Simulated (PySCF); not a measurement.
# The bond of Be₂+, level by level

Aim: find the lowest electronic state of Be₂+, scan its bond at several levels of theory, and get bond length, wavenumber and dissociation energy from each curve.

Program: PySCF 2.14.0. Level of theory: Be cc-pVDZ, no relativity. These are calculated values, not measurements.

## (1) Input

Settings of the job:

```
atoms                         : Be, Be
charge                        : 1
basis                         : Be cc-pVDZ
Hamiltonian                   : no relativity
basis functions               : 28
electrons treated             : 7
masses in u                   : 9.0122, 9.0122
levels                        : PBE0, PBE, r²SCAN, r²SCAN0, B97-3, B2PLYP, HSE06, HF, MP2, SCS-MP2, CCSD, CCSD(T)
grid                          : 80 radial by 434 angular points
occupations                   : held fixed by the projection of orbital angular momentum
dissociation limit            : Be+ + Be, each in its ground configuration
starting distance in angstrom : 2.020
values of 2S to try           : 1, 3
```

On the command line:

```
$ OMP_NUM_THREADS=1 python dia.py task.json out
```

Further steps of the session: PBE0 along the bond; Excited determinants; PBE; r²SCAN (meta-GGA); r²SCAN0 (hybrid meta-GGA); B97-3 (global hybrid GGA); B2PLYP (double hybrid); HSE06 (range-separated hybrid); ROHF (mean field); Adding correlation.

What does the calculation give? Wanted: for each run, Re; ωe; De.

**Answer**, as computed:

Lowest PBE0 solution found, without spin–orbit coupling: ²Σu⁺ (doublet), unpaired electrons σ ↑. State 3 has its PBE0 minimum 3.53 eV higher. The other levels ran on the lowest alone.

```
       level  Re (Å)  ωe (cm⁻¹)  De (eV)
        ROHF   2.245        527     1.54
    ROHF-MP2   2.259        524     1.92
ROHF-SCS-MP2   2.268        514     1.90
   ROHF-CCSD   2.254        522     1.88
ROHF-CCSD(T)   2.254        524     1.92
         PBE   2.210        542     2.44
      r²SCAN   2.225        544     2.40
        PBE0   2.220        538     2.35
     r²SCAN0   2.232        536     2.34
       B97-3   2.219        533     2.27
       HSE06   2.220        539     2.35
      B2PLYP   2.227        529     2.14
```

De is counted to Be+ + Be in their ground configurations.

Differences from CCSD(T) in the same basis:

```
       level  Re (mÅ)  ωe (%)
        ROHF       -8    +0.7
    ROHF-MP2       +6     0.0
ROHF-SCS-MP2      +14    -1.9
   ROHF-CCSD        0    -0.3
         PBE      -44    +3.6
      r²SCAN      -29    +3.9
        PBE0      -33    +2.8
     r²SCAN0      -22    +2.3
       B97-3      -35    +1.8
       HSE06      -34    +2.9
      B2PLYP      -27    +1.0
```

**Reading.** Judged by CCSD(T) in the same basis: best bond length ROHF-CCSD (0 mÅ), worst PBE (-44 mÅ); best wavenumber ROHF-MP2 (0.0 %), worst r²SCAN (+3.9 %). CCSD(T) in a basis this small is itself some way from its limit, more so than the functionals. Among the levels with a De in the table, it runs from 1.54 eV (ROHF) to 2.44 eV (PBE).

B2PLYP dipoles, levels and charges come from its SCF part alone.
